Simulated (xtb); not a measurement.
# GFN2-xTB run of C3H10FPSi (SMILES CCC(F)[SiH2]P)

Wanted: a structure relaxation of C3H10FPSi. 

The results are computed with xtb 6.7.1.

4 further runs of the same task are left out: 4 set aside as unsound or not needed.

**1. The structure to begin with**

C3H10FPSi has 16 atoms, charge 0, and is taken as a singlet. As SMILES, `CCC(F)[SiH2]P`. Geometry: relaxed at GFN2-xTB. This is one conformer, not always the lowest. The run starts from this shape.

Bond lengths: C1–C2 1.523 Å, C2–C3 1.524 Å, C3–F4 1.391 Å, C3–Si5 1.925 Å, Si5–P6 2.241 Å, C1–H7 1.088 Å, C1–H8 1.089 Å, C1–H9 1.088 Å, C2–H10 1.094 Å, C2–H11 1.093 Å, C3–H12 1.098 Å, Si5–H13 1.466 Å, Si5–H14 1.467 Å, P6–H15 1.382 Å, P6–H16 1.384 Å. Some angles: C1–C2–C3 112.6°, C2–C3–F4 109.2°, C2–C3–Si5 115.6°, F4–C3–Si5 108.3°, C3–Si5–P6 105.2°, C1–C2–H10 110.4°, C1–C2–H11 109.2°, C3–C2–H10 107.6°, C3–C2–H11 108.9°, C2–C1–H7 110.0°.

**2. A geometry optimisation at GFN2-xTB**

File mol.coord:

```
$coord
      0.167108481201     -3.518859016666     -0.105314436925  c
      2.188624105758     -1.483869644840     -0.337637366687  c
      1.295501744737      0.791511787300     -1.861040082054  c
      0.763657224223      0.030122234427     -4.320802092173  f
     -1.622651131432      2.520837958467     -0.544411199243  si
     -0.765150107861      3.180975985583      3.550776490911  p
     -0.495731854273     -4.067295332555     -1.972401642578  h
     -1.437571354787     -2.834834851335      0.986172475397  h
      0.929310616307     -5.181251088499      0.832292077069  h
      2.742918572633     -0.802642274174      1.534268640584  h
      3.859652225981     -2.286209562834     -1.250507365710  h
      2.867810572210      2.131989013803     -2.051297708281  h
     -1.810433216436      4.982981023503     -1.800965688552  h
     -3.911298440967      1.058908033934     -1.097250577003  h
     -2.954397823240      4.526215321920      4.014742049029  h
     -1.817349614053      0.951401514704      4.423338631695  h
$end
```

Command:

```
$ xtb mol.coord --gfn 2 --chrg 0 --opt vtight > mol.out 2> xtb.err
```

Q: Predict the results. Wanted: total energy at the end; dipole moment; HOMO energy; LUMO energy; HOMO–LUMO gap; dispersion energy; mean polarisability.

Answer, from the run:

Level: GFN2-xTB.

| quantity | value |
| --- | --- |
| total energy at the end | -20.49454 Eh |
| dipole moment | 1.58 D |
| HOMO energy | -10.62 eV |
| LUMO energy | -5.92 eV |
| HOMO–LUMO gap | 4.70 eV |
| dispersion energy | -29.81 kJ/mol |
| mean polarisability (D4 model) | 92.9 bohr³ |

**Reading.** At the final geometry: Bond lengths: C1–C2 1.523 Å, C2–C3 1.524 Å, C3–F4 1.392 Å, C3–Si5 1.926 Å, Si5–P6 2.241 Å, C1–H7 1.087 Å, C1–H8 1.089 Å, C1–H9 1.087 Å, C2–H10 1.094 Å, C2–H11 1.093 Å, C3–H12 1.098 Å, Si5–H13 1.466 Å, Si5–H14 1.466 Å, P6–H15 1.382 Å, P6–H16 1.383 Å. Some angles: C1–C2–C3 112.6°, C2–C3–F4 109.2°, C2–C3–Si5 115.7°, F4–C3–Si5 108.3°, C3–Si5–P6 105.2°, C1–C2–H10 110.4°, C1–C2–H11 109.2°, C3–C2–H10 107.5°, C3–C2–H11 108.9°, C2–C1–H7 110.0°. The optimisation took 4 steps and changed the energy by -0.000 eV.
